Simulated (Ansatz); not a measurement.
# VN2: the cost of one run

Computed with Ansatz 0.2.0 (DFT PBE, scalar-relativistic, plane waves, PAW, unless a step's input says otherwise).

3 further runs of the same task are left out: 1 for a known fault of the program, 2 set aside as unsound or not needed.

**1. The structure to begin with**

Symmetry: I4/mcm, No. 140, tetragonal system. Conventional cell: a = 4.307 Å, b = 4.307 Å, c = 4.968 Å, α = 90.00°, β = 90.00°, γ = 90.00°. V (site symmetry 422) is surrounded by 8 N at 2.13 Å. N (site symmetry m2m) has 1 N at 1.38 Å as nearest neighbours.

Structure file:

```xyz
6
Lattice="-2.1533 2.1533 2.4842 2.1533 -2.1533 2.4842 2.1533 2.1533 -2.4842" Properties=species:S:1:pos:R:3 pbc="T T T"
V     0.0000    0.0000    1.2421
V     0.0000    0.0000    3.7264
N     2.6425    0.4891    0.0000
N     1.6642    0.4891    2.4842
N    -0.4891    1.6642    2.4842
N     0.4891    1.6642    0.0000
```

It is the result of an earlier relaxation at this level (volume 7.68 Å³/atom; gap on the mesh: none (metal)).

**2. Point at V/V0 = 0.97**

Contents of input.yaml:

```yaml
crystal:
  lattice:
    - [-2.1315965025, 2.1315965025, 2.4591460147]
    - [2.1315965025, -2.1315965025, 2.4591460147]
    - [2.1315965025, 2.1315965025, -2.4591460147]
  atoms:
    - { symbol: V, position: [0.25, 0.25, 0.0] }
    - { symbol: V, position: [0.75, 0.75, 0.0] }
    - { symbol: "N", position: [0.1135731475, 0.6135731475, 0.727146295] }
    - { symbol: "N", position: [0.6135731475, 0.8864268525, 0.5] }
    - { symbol: "N", position: [0.8864268525, 0.3864268525, 0.272853705] }
    - { symbol: "N", position: [0.3864268525, 0.1135731475, 0.5] }
basis:
  ecutwfc: 420
kpoints:
  mp_grid: { grid: [12, 12, 12] }
hamiltonian:
  xc: pbe
scf:
  occupations: { method: gaussian, width: 0.1 }
output:
  forces: true
  stress: true
  eigenvalues: true
relax:
  adjacent_minimum: "off"
  f_tol: 0.01
  max_steps: 30
  cell: { stress_tol: 0.1, fix: [volume] }
```

On the command line:

```
$ ansatz run input.yaml --threads 1 --pin off --max-ram 2560MiB --backend cpu --events-out ev --progress --plain --runs-dir out
```

Q: Estimate wall time and peak memory on 1 thread of Intel Xeon at 2.70GHz, shared host.

About 64 s, with a peak of 0.49 GiB.
